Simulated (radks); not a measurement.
**Valence configurations of Te²⁺**

NIST gives [Kr] 4d10 5s2 5p2 as the ground configuration of Te²⁺. Does this level of theory agree? Several fillings of the valence shells are run.

Program: radks (a radial shooting solver on a logarithmic mesh, Libxc functionals) version 1. Level of theory: Dirac Kohn-Sham, LDA (Slater exchange, Perdew-Wang correlation), spin-unpolarised, spherical densities, finite nucleus; open shells are shared between the two j in proportion to 2j + 1. These are calculated values, not measurements, unless marked.

### Step 1. What is computed

| Quantity | Value |
| --- | --- |
| element | tellurium (Z = 52) |
| charge | +2 |
| electrons | 50 |
| configuration | [Kr] 4d10 5s2 5p2 |
| nuclear rms radius | 4.7423 fm |
| others tried | 4d10 5s1 5p3; 4d8 5s2 5p4; 4d9 5s2 5p3; 4d10 5p4; 4d9 5s1 5p4; 4d9 5p5; 4d8 5p6; 4d10 5s1.5 5p2.5; 4d8.5 5s1.5 5p4 |

The outer shells:

Te²⁺
```
[Kr] core
4d [↑↓][↑↓][↑↓][↑↓][↑↓]
5s [↑↓]
5p [↑ ][↑ ][  ]
```

### Step 2. [Kr] 4d10 5s2 5p2

Settings of this run:

```text
Z 52
configuration [Kr] 4d10 5s2 5p2
relativity Dirac
functional lda,pw
spin unpolarised
j_filling average
nucleus finite rms 4.7423 fm
c 137.035999084
```

### Step 3. [Kr] 4d10 5s1 5p3

Settings, as their differences from step 2:

```diff
@@ -1,3 +1,3 @@
 Z 52
-configuration [Kr] 4d10 5s2 5p2
+configuration [Kr] 4d10 5s1 5p3
 relativity Dirac
```

### Step 4. [Kr] 4d8 5s2 5p4

Settings, as their differences from step 3:

```diff
@@ -1,3 +1,3 @@
 Z 52
-configuration [Kr] 4d10 5s1 5p3
+configuration [Kr] 4d8 5s2 5p4
 relativity Dirac
```

### Step 5. [Kr] 4d9 5s2 5p3

Settings, as their differences from step 4:

```diff
@@ -1,3 +1,3 @@
 Z 52
-configuration [Kr] 4d8 5s2 5p4
+configuration [Kr] 4d9 5s2 5p3
 relativity Dirac
```

### Step 6. [Kr] 4d10 5p4

Settings, as their differences from step 5:

```diff
@@ -1,3 +1,3 @@
 Z 52
-configuration [Kr] 4d9 5s2 5p3
+configuration [Kr] 4d10 5p4
 relativity Dirac
```

### Step 7. [Kr] 4d9 5s1 5p4

Settings, as their differences from step 6:

```diff
@@ -1,3 +1,3 @@
 Z 52
-configuration [Kr] 4d10 5p4
+configuration [Kr] 4d9 5s1 5p4
 relativity Dirac
```

### Step 8. [Kr] 4d9 5p5

Settings, as their differences from step 7:

```diff
@@ -1,3 +1,3 @@
 Z 52
-configuration [Kr] 4d9 5s1 5p4
+configuration [Kr] 4d9 5p5
 relativity Dirac
```

### Step 9. [Kr] 4d8 5p6

Settings, as their differences from step 8:

```diff
@@ -1,3 +1,3 @@
 Z 52
-configuration [Kr] 4d9 5p5
+configuration [Kr] 4d8 5p6
 relativity Dirac
```

### Step 10. [Kr] 4d10 5s1.5 5p2.5

Settings, as their differences from step 9:

```diff
@@ -1,3 +1,3 @@
 Z 52
-configuration [Kr] 4d8 5p6
+configuration [Kr] 4d10 5s1.5 5p2.5
 relativity Dirac
```

### Step 11. [Kr] 4d8.5 5s1.5 5p4

Settings, as their differences from step 10:

```diff
@@ -1,3 +1,3 @@
 Z 52
-configuration [Kr] 4d10 5s1.5 5p2.5
+configuration [Kr] 4d8.5 5s1.5 5p4
 relativity Dirac
```

What does the calculation give? Wanted: for each run, valence; E − E(NIST configuration); highest level; its energy; 1s shift.

As calculated:

| valence | E − E(NIST configuration) (eV) | highest level | its energy (eV) | 1s shift (eV) |
| --- | --- | --- | --- | --- |
| 4d10 5s2 5p2 | 0.000 | 5p3/2 | -22.241 | +0.00 |
| 4d10 5s1.5 5p2.5 | 5.240 | 5p3/2 | -22.559 | -0.72 |
| 4d10 5s1 5p3 | 10.517 | 5p3/2 | -22.869 | -1.43 |
| 4d10 5p4 | 21.180 | 5p3/2 | -23.469 | -2.82 |
| 4d9 5s2 5p3 | 40.952 | 5p3/2 | -23.963 | -9.35 |
| 4d9 5s1 5p4 | 52.146 | 5p3/2 | -24.545 | -10.70 |
| 4d9 5p5 | 63.476 | 5p3/2 | -25.105 | -12.02 |
| 4d8.5 5s1.5 5p4 | 69.070 | 5p3/2 | -25.077 | -14.77 |
| 4d8 5s2 5p4 | 86.975 | 5p3/2 | -25.607 | -18.91 |
| 4d8 5p6 | 110.79 | 5p3/2 | -26.682 | -21.47 |

**Reading.** The NIST configuration is the lowest of those tried, 5.240 eV under 4d10 5s1.5 5p2.5. The energies are those of spherical spin-averaged densities, not of single terms. The 1s eigenvalue shifts by up to 21.47 eV as the valence charge is rearranged.
